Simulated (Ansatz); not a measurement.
**GeH₆O₃Si: a ladder of functionals and wavefunction methods**

An exercise on one series of results from a longer session: the logs are not shown, and one member is left open.

Computed with Ansatz 0.2.0, Gaussian basis. Level: functionals in def2-TZVPP, the program's frozen cores in correlated methods.

The runs, in order: PBE-D4, r2SCAN-D4, PBE0-D4, B3LYP-D4, ωB97X-V, ωB97M-V, B2PLYP; CCSD(T)/def2-TZVPP; MP2/def2-QZVPP; extrapolation to the limit.

## Structure used throughout

All runs share one geometry, relaxed beforehand with PBE0-D4 in a triple-zeta def2 set.

11 atoms, charge 0, spin multiplicity 1.

Atoms are counted from 1 here; the program's logs count them from 0.

Bond lengths: O1–Ge2 1.809 Å, O1–H6 0.959 Å, Ge2–Si3 2.384 Å, Ge2–H7 1.543 Å, Ge2–H8 1.545 Å, Si3–O4 1.643 Å, Si3–O5 1.638 Å, Si3–H9 1.484 Å, O4–H10 0.959 Å, O5–H11 0.965 Å. Angles: Ge2–O1–H6 114.5°, O1–Ge2–Si3 94.9°, O1–Ge2–H7 108.6°, O1–Ge2–H8 108.4°, Si3–Ge2–H7 117.8°, Si3–Ge2–H8 117.5°, H7–Ge2–H8 108.2°, Ge2–Si3–O4 106.0°, Ge2–Si3–O5 102.8°, Ge2–Si3–H9 117.4°, O4–Si3–O5 114.7°, O4–Si3–H9 109.5°, O5–Si3–H9 106.6°, Si3–O4–H10 118.1°, Si3–O5–H11 113.9°.

Geometry (Å):

| atom | x (Å) | y (Å) | z (Å) |
| --- | --- | --- | --- |
| O1 | -0.8241 | 1.7148 | 0.6099 |
| Ge2 | -0.2631 | 0.9530 | -0.9323 |
| Si3 | 0.6990 | -0.9572 | 0.1201 |
| O4 | -0.2865 | -2.2193 | -0.2464 |
| O5 | 0.7095 | -0.5323 | 1.7024 |
| H6 | -1.3374 | 2.5161 | 0.4943 |
| H7 | -1.4868 | 0.7313 | -1.8449 |
| H8 | 0.6949 | 1.9358 | -1.6412 |
| H9 | 2.0980 | -1.3014 | -0.2367 |
| H10 | -0.0457 | -3.0891 | 0.0780 |
| H11 | 0.1075 | 0.1912 | 1.9171 |

The first run:

File in.yaml:

```yaml
crystal:
  periodic: [false, false, false]
  atoms:
    - {symbol: O, position_ang: [-0.824055, 1.714774, 0.609931]}
    - {symbol: Ge, position_ang: [-0.263056, 0.953019, -0.932270]}
    - {symbol: Si, position_ang: [0.698998, -0.957226, 0.120058]}
    - {symbol: O, position_ang: [-0.286481, -2.219334, -0.246372]}
    - {symbol: O, position_ang: [0.709526, -0.532252, 1.702393]}
    - {symbol: H, position_ang: [-1.337448, 2.516123, 0.494341]}
    - {symbol: H, position_ang: [-1.486764, 0.731322, -1.844925]}
    - {symbol: H, position_ang: [0.694919, 1.935848, -1.641151]}
    - {symbol: H, position_ang: [2.098011, -1.301412, -0.236670]}
    - {symbol: H, position_ang: [-0.045733, -3.089103, 0.078031]}
    - {symbol: H, position_ang: [0.107481, 0.191240, 1.917134]}
basis:
  gaussian: {orbitals: def2-TZVPP}
hamiltonian: {xc: pbe, dispersion: d4}
output: {forces: true, orbitals: {seedname: orbitals}}
```

The run is started by

```
ansatz run in.yaml --threads 2 --pin off --events-out ev --progress --plain --max-ram 32768MiB --backend cpu
```

Among the steps run: PBE-D4 (GGA); r2SCAN-D4 (meta-GGA); PBE0-D4 (hybrid); B3LYP-D4 (hybrid); ωB97X-V (range-separated); ωB97M-V (range-separated); B2PLYP (double hybrid); CCSD(T) in def2-TZVPP; MP2 in def2-QZVPP.

One table of the session follows, with a row left open; its other results are not shown here.

```
            method  atomisation energy (kcal/mol)
            PBE-D4                          918.3
         r2SCAN-D4                          913.4
           PBE0-D4                          897.8
          B3LYP-D4                          905.8
           ωB97X-V                          916.5
           ωB97M-V                              ?
            B2PLYP                          900.1
     HF/def2-TZVPP                          634.0
    MP2/def2-TZVPP                          910.8
   CCSD/def2-TZVPP                          878.7
CCSD(T)/def2-TZVPP                          892.9
           MP2/CBS                          938.2
       CCSD(T)/CBS                          920.4
```

**Question.** Estimate the row for ωB97M-V.

The run gave: atomisation energy (kcal/mol): 912.3. In the column «atomisation energy (kcal/mol)» it lies between MP2/def2-TZVPP (910.8) and r2SCAN-D4 (913.4).
